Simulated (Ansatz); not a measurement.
# AlN: the cost of one run

Program: Ansatz 0.2.0. Level of theory: DFT LDA, frozen-core PAW, scalar-relativistic unless said. These are calculated values, not measurements.

The COD entry's cell or inner coordinates are ideal or old and differ from later refinements, so a difference from it is no clean test against experiment.

## Step 1: The structure to begin with

It takes space group P6_3mc (No. 186, hexagonal). The conventional cell has a = 3.113 Å, b = 3.113 Å, c = 4.981 Å, α = 90.00°, β = 90.00°, γ = 120.00°. Al (site symmetry 3m) is surrounded by 4 N at 1.89 Å. N (site symmetry 3m) is surrounded by 4 Al at 1.89 Å.

Coordinates:

```cif
data_structure
_symmetry_space_group_name_H-M 'P 1'
_symmetry_Int_Tables_number 1
_cell_length_a 3.1130
_cell_length_b 3.1130
_cell_length_c 4.9810
_cell_angle_alpha 90.000
_cell_angle_beta 90.000
_cell_angle_gamma 120.000
_cell_volume 41.80
loop_
_atom_site_label
_atom_site_type_symbol
_atom_site_fract_x
_atom_site_fract_y
_atom_site_fract_z
_atom_site_occupancy
Al1 Al 0.33333 0.66667 0.00000 1
Al2 Al 0.66667 0.33333 0.50000 1
N1 N 0.33333 0.66667 0.38000 1
N2 N 0.66667 0.33333 0.88000 1
```

Cartesian axes are those of the input's lattice vectors. The structure goes back to a database entry.

## Step 2: Cell and atoms relaxed, PAW

The input, input.yaml:

```yaml
crystal:
  lattice:
    - [3.11300000001, 0.0, 0.0]
    - [-1.5565, 2.69593708199, 0.0]
    - [0.0, 0.0, 4.981]
  atoms:
    - { symbol: Al, position: [0.333333333333, 0.666666666667, 0.0] }
    - { symbol: Al, position: [0.666666666667, 0.333333333333, 0.5] }
    - { symbol: "N", position: [0.333333333333, 0.666666666667, 0.38] }
    - { symbol: "N", position: [0.666666666667, 0.333333333333, 0.88] }
kpoints:
  mp_grid: { grid: [16, 16, 8] }
scf:
  occupations: { method: fermi_dirac, width: 0.1 }
hamiltonian:
  xc: lda
  pseudopotentials: { kind: paw }
relax:
  f_tol: 0.002
  max_steps: 80
  cell: {}
output:
  forces: true
  stress: true
```

The run is started by

```bash
$ ansatz run input.yaml --threads 1 --pin off --max-ram 3072MiB --backend cpu --events-out ev --progress --plain --runs-dir out
```

**Question.** How long does this run take on 1 thread of Arm Neoverse V1, shared host, and how much memory does it need?

About 53 s, with a peak of 0.37 GiB.
